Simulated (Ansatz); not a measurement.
# CH7GeNSi: the cost of one run

Program: Ansatz 0.2.0. Level of theory: RHF/def2-SVP. These are calculated values, not measurements.

## (1) Starting point

Bond lengths: N1–C2 1.229 Å, C2–Si3 1.812 Å, C2–Ge4 1.880 Å, N1–H5 1.093 Å, Si3–H6 1.479 Å, Si3–H7 1.517 Å, Si3–H8 1.464 Å, Ge4–H9 1.629 Å, Ge4–H10 1.514 Å, Ge4–H11 1.538 Å. Angles (14 of 16 angles, heavy atoms first): N1–C2–Si3 118.1°, N1–C2–Ge4 123.2°, Si3–C2–Ge4 118.6°, C2–N1–H5 120.6°, C2–Si3–H6 110.6°, C2–Si3–H7 110.6°, C2–Si3–H8 112.3°, C2–Ge4–H9 106.6°, C2–Ge4–H10 111.8°, C2–Ge4–H11 112.4°, H6–Si3–H7 107.4°, H6–Si3–H8 109.9°, H7–Si3–H8 105.9°, H9–Ge4–H10 107.9°.

Structure file:

```xyz
11

N    -0.2932    1.7401   -0.1498
C    -0.0590    0.5423   -0.0025
Si    1.2430    0.0646    1.1633
Ge   -0.9278   -0.8051   -0.9840
H    -1.0794    2.0744   -0.8321
H     0.9256    0.5478    2.5247
H     2.5709    0.6798    0.7623
H     1.4634   -1.3828    1.1865
H    -2.5072   -0.7202   -0.5946
H    -0.8030   -0.5824   -2.4766
H    -0.4679   -2.2155   -0.5765
```

## (2) Relaxing the start

Input file input.yaml:

```yaml
crystal:
  periodic: [false, false, false]
  atoms:
    - { symbol: "N", position_ang: [-0.2932, 1.7401, -0.1498] }
    - { symbol: C, position_ang: [-0.059, 0.5423, -0.0025] }
    - { symbol: Si, position_ang: [1.243, 0.0646, 1.1633] }
    - { symbol: Ge, position_ang: [-0.9278, -0.8051, -0.984] }
    - { symbol: H, position_ang: [-1.0794, 2.0744, -0.8321] }
    - { symbol: H, position_ang: [0.9256, 0.5478, 2.5247] }
    - { symbol: H, position_ang: [2.5709, 0.6798, 0.7623] }
    - { symbol: H, position_ang: [1.4634, -1.3828, 1.1865] }
    - { symbol: H, position_ang: [-2.5072, -0.7202, -0.5946] }
    - { symbol: H, position_ang: [-0.803, -0.5824, -2.4766] }
    - { symbol: H, position_ang: [-0.4679, -2.2155, -0.5765] }
basis:
  gaussian: { orbitals: def2-SVP }
hamiltonian:
  xc: hf
relax:
  f_tol: 0.02
  max_steps: 40
```

The run is started by

```
ansatz run input.yaml --threads 2 --pin off --max-ram 3072MiB --backend cpu --events-out ev --progress --plain --runs-dir out
```

**Question.** How long does this run take on 2 threads of Arm Neoverse N1, shared host, and how much memory does it need?

About 76 s, with a peak of 0.26 GiB.
